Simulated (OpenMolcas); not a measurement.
# Tm³⁺ among point charges: CASSCF and CASPT2 levels and susceptibility

How does a field of 6 point charges split the states of Tm³⁺, and what χT follows?

Program: OpenMolcas 26.06. Level of theory: state-averaged CASSCF and CASPT2, spin-orbit coupling by RASSI with atomic mean-field integrals. These are calculated values, not measurements, unless marked.

## Step 1: What is computed

```
Species                           : Tm³⁺ (thulium, Z = 69, 66 electrons)
Basis                             : ANO-RCC-VTZP [8s7p5d3f2g1h], 104 functions
Scalar Hamiltonian                : DKH2, point nucleus
Inactive shells                   : 1s 2s 2p 3s 3p 3d 4s 4p 4d 5s 5p
Active space                      : 12 electrons in 7 orbitals (4f)
Some configurations of this space : 4f¹²
Orbitals                          : optimised for the highest spin of each parity, averaged over all roots
```

Outer shells as boxes (Hund's rule):

4f12
```
4f [↑↓][↑↓][↑↓][↑↓][↑↓][↑ ][↑ ]
```

The ion sits among 6 point charges of -1 e arranged as a trigonal antiprism (D3d), 2.41 Å from the ion, with a polar angle of 47.6° against the regular 54.74°.

Each step is its own input file, run in one work folder so that later steps find the files of earlier ones. Labels, J, g values, rates, χT and fits are worked out afterwards by a script from the matrices that RASSI stores. The input lists half of the charges; inversion (Group=XYZ) makes the rest.

## Step 2: GATEWAY and SEWARD: basis and integrals

a.inp

```
&GATEWAY
Coord
1

Tm 0.0 0.0 0.0
Basis=ANO-RCC-VTZP
Group=XYZ
NoMove
AngMom=0.0 0.0 0.0
AMFI
XField
3 Angstrom 0
0.000000 1.780244 1.624448 -1.000000
1.541737 -0.890122 1.624448 -1.000000
1.541737 0.890122 -1.624448 -1.000000
&SEWARD
```

Started as:

```bash
OMP_NUM_THREADS=1 MOLCAS_MEM=2252 MOLCAS_PROJECT=a pymolcas a.inp > a.log
```

## Step 3: CASSCF: triplets of even parity, 21 roots

a.inp

```
&RASSCF
FileOrb=start.orb
Symmetry=1
Spin=3
nActEl=12 0 0
Inactive=15 12
Ras2=0 7
CIRoot=21 21 1
SDav=21
CIMx=300
Iter=120 100
PrWF=0.3
OrbListing=Nothing
MaxOrb=0
>>> COPY $Project.JobIph JOB001
```

start.orb holds the contracted functions of the basis, ordered by shell, or the orbitals of the step before.

## Step 4: CASSCF: singlets of even parity, 28 roots

a.inp

```
&RASSCF
FileOrb=start.orb
Symmetry=1
Spin=1
nActEl=12 0 0
Inactive=15 12
Ras2=0 7
CIRoot=28 28 1
SDav=28
CIMx=300
Iter=120 100
PrWF=0.3
OrbListing=Nothing
MaxOrb=0
CIOnly
>>> COPY $Project.JobIph JOB002
```

## Step 5: RASSI: spin-orbit coupling between the states

a.inp

```
&RASSI
NrOfJobIphs=2 21 27
1 2 3 4 5 6 7 8 9 10 11 12 13 14 15 16 17 18 19 20 21
1 2 3 4 5 6 7 8 9 10 11 12 13 14 15 16 17 18 19 20 21 22 23 24 25 26 27
IphNames
JOB001
JOB002
EJob
SpinOrbit
DIPRint=1.0
SOCoupling=1000.0
Subsets=2
Property=9
'ANGMOM' 1 'ANGMOM' 2 'ANGMOM' 3 'MLTPL  1' 1 'MLTPL  1' 2 'MLTPL  1' 3
'AMFI' 1 'AMFI' 2 'AMFI' 3
SOProperty=3
'ANGMOM' 1 'ANGMOM' 2 'ANGMOM' 3
```

## Step 6: CASPT2: IPEA 0.25, imaginary shift 0.1 (closed shells correlated: 5s 5p)

a.inp

```
>>> COPY JOB001 $Project.JobIph
&CASPT2
Multistate=21 1 2 3 4 5 6 7 8 9 10 11 12 13 14 15 16 17 18 19 20 21
NoMult
Frozen=14 9
IPEA=0.25
Imaginary=0.1
MaxIter=60
WThr=0.0 0.3 0.05
PrWF=0.5
NoMix
>>> COPY JOB002 $Project.JobIph
&CASPT2
Multistate=27 1 2 3 4 5 6 7 8 9 10 11 12 13 14 15 16 17 18 19 20 21 22
23 24 25 26 27
NoMult
Frozen=14 9
IPEA=0.25
Imaginary=0.1
MaxIter=60
WThr=0.0 0.3 0.05
PrWF=0.5
NoMix
```

(Steps that only read results are left out.)

What does the calculation give? Wanted: spin-free ground state; first state of the same spin within the active space; lowest level; next level.

The runs gave:

```
                                            quantity                                                                        value
                                              method  SS-CASPT2, IPEA 0.25, imaginary shift 0.1 (closed shells correlated: 5s 5p)
                              spin-free ground state                                               3E, 2-fold in its orbital part
first state of the same spin within the active space                                                             3A2 at 4.97 cm⁻¹
                                        lowest level                                                                    1-fold A1
                                          next level                                                                    48.1 cm⁻¹
                                         χT at 300 K                                                               6.99 cm³ K/mol
                           effective moment at 300 K                                                                      7.48 μB
```

Cost by method:

```
                                              method  time of its own steps  time with the reference
                                           A. CASSCF                   14 s                     14 s
B. SS-CASPT2, IPEA 0.25, imaginary shift 0.1, +5s 5p                   27 s                     41 s
```

Times are of one thread on a shared host.

**Reading.** The spin-free ground state (3E) comes to 100 % from free-ion H terms and keeps the highest spin of the shell. The singlets rest on orbitals optimised for another spin in at least one step, which raises them against the optimised states. Not all states of the active space went into the spin-orbit step. CASPT2 does not keep the components of a term degenerate, and the means are used. Point charges carry no covalency, so the field is a model and not that of real ligands.
